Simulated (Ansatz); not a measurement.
The system is Cu3O2.

```
CELL_PARAMETERS angstrom
-2.02298 2.02298 3.67362
2.02298 -2.02298 3.67362
2.02298 2.02298 -3.67362
ATOMIC_POSITIONS crystal
Cu 0.00000 0.00000 0.00000
Cu 0.75000 0.25000 0.50000
Cu 0.25000 0.75000 0.50000
O 0.50000 0.00000 0.50000
O 0.00000 0.50000 0.50000
```

The cell comes from a database or a generator and needn't be the stable form of this composition.

| Property | Result |
| --- | --- |
| Program | Ansatz 0.2.0 |
| Task | single point |
| Functional | PBEsol |
| Potentials or basis | all-electron LAPW, scalar-relativistic |
| Cutoff | 499 eV (chosen from the basis error) |
| Basis error allowed | 0.001 eV/atom |
| k mesh | 9 × 9 × 9 |
| Occupations | fermi-dirac, width 0.05 eV |
| Spin | no spin polarisation |

On this cell: pressure -6.2 GPa; largest force under 0.003 eV/Å; band gap on the k mesh none (metal or under the smearing width).

The same run follows on a disturbed copy (atoms moved at random, drawn with an rms of 0.05 Å):

```xyz
5
Lattice="-2.0230 2.0230 3.6736 2.0230 -2.0230 3.6736 2.0230 2.0230 -3.6736" Properties=species:S:1:pos:R:3 pbc="T T T"
Cu    0.0593    0.0371   -0.0039
Cu    0.0112    1.9641    1.8003
Cu    2.0288    0.0310    1.8790
O    -0.0155    2.0425    0.0007
O     2.0125    0.0113    0.0417
```

**Question.** What does the disturbed cell give?

**Answer.** The energy (extrapolated to zero smearing) moves by +15.7 meV/atom; pressure -5.4 GPa; largest force 1.229 eV/Å; band gap on the k mesh none (metal or under the smearing width).

Forces in eV/Å, atoms in the order of the input:
```
Cu  -0.541 -0.224  0.026
Cu   0.014  0.186  1.214
Cu   0.025 -0.036 -0.640
O    0.061  0.087  0.024
O    0.442 -0.014 -0.625
```

Stress tensor (GPa, compression positive):
```
-5.02 -0.07  0.10
-0.07 -3.67  0.10
 0.10  0.10 -7.47
```

Caveats: an odd number of electrons without spin polarisation forces a metal; a magnetic or distorted state may lie lower; the run has no spin polarisation, though such a crystal can be magnetic; semilocal functionals often make such compounds metallic where correlation or magnetic order opens a gap, which also shifts bond lengths.
